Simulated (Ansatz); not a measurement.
**CaSi2Au2: properties at the relaxed cell**

The task here is to estimate one member of a computed series from the others.

Computed with Ansatz 0.2.0 (DFT PBEsol, scalar-relativistic, plane waves, PAW, unless a step's input says otherwise).

2 further runs of the same task are left out: 2 set aside as unsound or not needed.

**Starting point**

It takes space group I4/mmm (No. 139, tetragonal). The conventional cell has a = 4.301 Å, b = 4.301 Å, c = 10.006 Å, α = 90.00°, β = 90.00°, γ = 90.00°. Around Ca (site symmetry 4/mmm) lie 8 Si at 3.25 Å and 8 Au at 3.30 Å. Si (site symmetry 4mm) has 1 Si at 2.31 Å and 4 Au at 2.54 Å and 4 Ca at 3.25 Å in its first shell of neighbours. Around Au (site symmetry -4m2) lie 4 Si at 2.54 Å.

Structure file:

```
CELL_PARAMETERS angstrom
-2.15067 2.15067 5.00309
2.15067 -2.15067 5.00309
2.15067 2.15067 -5.00309
ATOMIC_POSITIONS crystal
Ca 0.00000 0.00000 0.00000
Si 0.38464 0.38464 0.00000
Si 0.61536 0.61536 0.00000
Au 0.75000 0.25000 0.50000
Au 0.25000 0.75000 0.50000
```

It is the result of an earlier relaxation at this level (volume 18.51 Å³/atom; gap on the mesh: none (metal)).

Set-up of the first run:

Contents of input.yaml:

```yaml
crystal:
  lattice:
    - [-2.1506661266, 2.1506661266, 5.0030947137]
    - [2.1506661266, -2.1506661266, 5.0030947137]
    - [2.1506661266, 2.1506661266, -5.0030947137]
  atoms:
    - { symbol: Ca, position: [0.0, 0.0, 0.0] }
    - { symbol: Si, position: [0.3846425634, 0.3846425634, 0.0] }
    - { symbol: Si, position: [0.6153574366, 0.6153574366, 0.0] }
    - { symbol: Au, position: [0.75, 0.25, 0.5] }
    - { symbol: Au, position: [0.25, 0.75, 0.5] }
basis:
  ecutwfc: 420
kpoints:
  mp_grid: { grid: [12, 12, 12] }
  band_path:
    path:
      - [[0.0, 0.0, 0.0], [0.0, 0.0, 0.5], [0.25, 0.25, 0.25], [0.0, 0.5, 0.0], [0.0, 0.0, 0.0], [0.5, 0.5, -0.5], [0.29619644, 0.70380356, -0.29619644]]
      - [[-0.29619644, 0.29619644, 0.29619644], [0.0, 0.0, 0.0]]
      - [[0.0, 0.0, 0.5], [-0.09239289, 0.09239289, 0.5]]
      - [[0.5, 0.5, -0.09239289], [0.5, 0.5, -0.5]]
    npoints: 14
hamiltonian:
  xc: pbesol
scf:
  occupations: { method: gaussian, width: 0.1 }
  n_extra_bands: 12
output:
  forces: true
  stress: true
  eigenvalues: true
  populations: true
  dos: { projected: true, de: 0.02, nscf_kmesh: { grid: [18, 18, 18] } }
  bader: true
  write_density: true
  write_potential: true
  elf: true
  volumetric_format: npy
```

Launch:

```bash
$ ansatz run input.yaml --threads 1 --pin off --max-ram 2560MiB --backend cpu --events-out ev --progress --plain --runs-dir out
```

Steps of the session up to this table: Electronic structure at the relaxed geometry; Point at V/V0 = 0.97; Point at V/V0 = 1.03; Point at V/V0 = 0.94; Point at V/V0 = 1.06.

One of the session's tables, all rows but one given; the rest of the session is left out.

It belongs to the step «Energy against volume». 

```
volume (Å³/atom)  energy above the lowest point (meV/atom)  pressure (GPa)
          17.402                                      24.5            7.56
          17.958                                         ?               ?
          18.513                                       0.0           -0.01
          19.068                                       5.2           -2.87
          19.624                                      19.5           -5.26
```

**Question.** Estimate the row for volume (Å³/atom) = 17.958.

Worked estimate for «energy above the lowest point (meV/atom)». A straight line through the neighbours (17.402, 24.5) and (18.513, 0.0) gives 24.5 + (0.0 − 24.5) × (17.958 − 17.402) / (18.513 − 17.402) = 12.2; a parabola fitted to 3 rows on both sides gives 6.4.

**Answer.** energy above the lowest point (meV/atom): 5.7; pressure (GPa): 3.43. In «energy above the lowest point (meV/atom)» the line misses by +6.5 and the parabola by +0.7.

To keep in mind: The projections leave out shells that the potentials don't hold, such as empty d states.
